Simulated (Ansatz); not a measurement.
# Tl2F: the cost of one run

Program: Ansatz 0.2.0. Level of theory: DFT PBE, scalar-relativistic, plane waves, PAW. These are calculated values, not measurements.

1 further run of the same task is left out (it didn't finish). Runs told in other sessions of the task aren't counted.

### Step 1. Starting point

The structure is cubic, space group Fd-3m (No. 227). Conventional cell: a = 8.274 Å, b = 8.274 Å, c = 8.274 Å, α = 90.00°, β = 90.00°, γ = 90.00°. Tl (site symmetry -3m) has 6 Tl at 2.93 Å and 6 F at 3.43 Å in its first shell of neighbours. F (site symmetry -43m) has 12 Tl at 3.43 Å in its first shell of neighbours.

Coordinates:

```
Tl F
1.0
     0.00000    4.13675    4.13675
     4.13675    0.00000    4.13675
     4.13675    4.13675    0.00000
Tl F
4 2
Direct
  0.62500 0.62500 0.62500
  0.12500 0.62500 0.62500
  0.62500 0.62500 0.12500
  0.62500 0.12500 0.62500
  0.00000 0.00000 0.00000
  0.25000 0.25000 0.25000
```

A structure generator made this guess: species swapped into a database cell of LaPt2 (Fd-3m, No. 227), with F on the La sites and Tl on the Pt sites. The dimensions are guesses.

### Step 2. A first look at the guess

input.yaml reads:

```yaml
crystal:
  lattice:
    - [0.0, 4.13675396, 4.13675396]
    - [4.13675396, 0.0, 4.13675396]
    - [4.13675396, 4.13675396, 0.0]
  atoms:
    - { symbol: Tl, position: [0.625, 0.625, 0.625] }
    - { symbol: Tl, position: [0.125, 0.625, 0.625] }
    - { symbol: Tl, position: [0.625, 0.625, 0.125] }
    - { symbol: Tl, position: [0.625, 0.125, 0.625] }
    - { symbol: F, position: [0.0, 0.0, 0.0] }
    - { symbol: F, position: [0.25, 0.25, 0.25] }
basis:
  ecutwfc: 420
kpoints:
  mp_grid: { grid: [4, 4, 4] }
hamiltonian:
  xc: pbe
scf:
  occupations: { method: gaussian, width: 0.1 }
  lower_state_search: "off"
output:
  forces: true
  stress: true
  eigenvalues: true
```

On the command line:

```
ansatz run input.yaml --threads 1 --pin off --max-ram 2560MiB --backend cpu --events-out ev --progress --plain --runs-dir out
```

Q: Estimate wall time and peak memory on 1 thread of Arm Neoverse N1, shared host.

About 4.6 s, with a peak of 0.38 GiB.
